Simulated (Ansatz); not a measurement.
**Lithium, A15 under BLYP: relaxation and energy**

Aim: take lithium in the A15 structure, relax it, then solve it on a dense k-mesh. Spin polarisation is left out. The k-meshes are 5×5×5 for the relaxation; 6×6×6 for the dense run.

Method: DFT BLYP, plane waves (420 eV) with PAW, scalar-relativistic; PBE-made PAW files, in Ansatz 0.2.0.

## Step 1: Starting point

The structure is cubic, space group Pm-3n (No. 223). The conventional cell has a = 5.571 Å, b = 5.571 Å, c = 5.571 Å, α = 90.00°, β = 90.00°, γ = 90.00°. Around Li (site symmetry m-3) lie 12 Li at 3.11 Å. Li (site symmetry -4m2) is surrounded by 6 Li at 2.79 to 3.11 Å.

Structure file:

```
Li
1.0
     5.57067    0.00000    0.00000
     0.00000    5.57067    0.00000
     0.00000    0.00000    5.57067
Li
8
Cartesian
  0.0000 0.0000 0.0000
  2.7853 2.7853 2.7853
  1.3927 0.0000 2.7853
  4.1780 0.0000 2.7853
  2.7853 1.3927 0.0000
  2.7853 4.1780 0.0000
  0.0000 2.7853 1.3927
  0.0000 2.7853 4.1780
```

## Step 2: Geometry optimisation

File input.yaml:

```yaml
crystal:
  lattice:
    - [5.5706665117, 0.0, 0.0]
    - [0.0, 5.5706665117, 0.0]
    - [0.0, 0.0, 5.5706665117]
  atoms:
    - { symbol: Li, position: [0.0, 0.0, 0.0] }
    - { symbol: Li, position: [0.5, 0.5, 0.5] }
    - { symbol: Li, position: [0.25, 0.0, 0.5] }
    - { symbol: Li, position: [0.75, 0.0, 0.5] }
    - { symbol: Li, position: [0.5, 0.25, 0.0] }
    - { symbol: Li, position: [0.5, 0.75, 0.0] }
    - { symbol: Li, position: [0.0, 0.5, 0.25] }
    - { symbol: Li, position: [0.0, 0.5, 0.75] }
hamiltonian:
  xc: blyp
  pseudopotentials:
    kind: paw
    azcp:
      Li: "pseudopotentials/Li.paw.azcp"
basis:
  ecutwfc: 420
  fft_grid_basis: typed
kpoints:
  mp_grid: { grid: [5, 5, 5], shift: [0, 0, 0] }
magnetization:
  spin_polarized: false
scf:
  occupations: { method: fermi_dirac, width: 0.1 }
relax:
  max_steps: 60
  f_tol: 0.01
  cell: {}
```

Started as:

```console
$ ansatz run input.yaml --threads 4 --pin off --max-ram 8192MiB --backend cpu --events-out ev --progress --plain --runs-dir out
```

Further steps of the session: Dense single point.

**Question.** What will these runs give? Wanted: space group; conventional cell; volume; shortest distance; gap on the mesh; relative to bcc; highest ELF outside the cores.

The runs gave:

| quantity | value |
| --- | --- |
| space group (spins left aside) | Pm-3n (No. 223) |
| conventional cell | a = 5.431 Å |
| volume | 20.020 Å³/atom |
| shortest distance | 2.715 Å |
| gap on the mesh | none (levels filled in part) |
| relative to bcc | +16 meV/atom |
| highest ELF outside the cores | 0.68, 1.92 Å from the nearest atom |

The relaxation shrank the cell by 7.4 % in volume. Against the reference form of lithium (bcc, computed apart with the same settings) it stands 16 meV/atom higher. Levels at the Fermi energy are filled in part, as in a metal. The symmetry was held, so the structure may be unstable against distortions that break it.
